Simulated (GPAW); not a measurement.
The system is NiMoIrPdW.

```xyz
5
Lattice="4.1467 0.0000 0.0000 -2.0734 3.5911 0.0000 0.0000 0.0000 5.4163" Properties=species:S:1:pos:R:3 pbc="T T T"
Ni    0.0000    0.0000    0.1203
Mo    2.0734    1.1970    2.4913
Pd    0.0000    2.3941    4.0406
Ir    0.0000    2.3941    1.3888
W     2.0734    1.1970    5.4155
```

The cell was built by a generator and needn't be a form met in nature.

Base run:

* Program: GPAW 26.7.0
* Functional: SCAN
* Potentials or basis: GPAW PAW data sets (gpaw-data 1.2.1)
* Cutoff: 600 eV
* Basis: pw
* k mesh: 5 × 5 × 4
* Occupations: fermi-dirac, width 0.05 eV
* Spin: collinear spin, ferromagnetic start
* Starting moments: [1.0, 1.0, 0.0, 0.6, 0.0] μB

Its results: pressure -9.0 GPa; net moment 0.00 μB per cell; largest force 0.607 eV/Å.

**Question.** After a change of settings the same cell gave: pressure 0.3 GPa; net moment 0.00 μB per cell; largest force 0.113 eV/Å. Which change was it?
A. functional from SCAN to TPSS
B. functional from SCAN to RPBE; potentials or basis from GPAW PAW data sets (gpaw-data 1.2.1) to the program's PAW data sets (release 1.2.1) made for this functional
C. functional from SCAN to PBE
D. functional from SCAN to BLYP; potentials or basis from GPAW PAW data sets (gpaw-data 1.2.1) to PAW data sets generated in the run's folder for this functional

**Answer.** C.

Caveats: the stock nickel data set gives pressures a few GPa off other programs; the PAW data sets were made with another functional, which shifts forces and pressure a little (some runs).
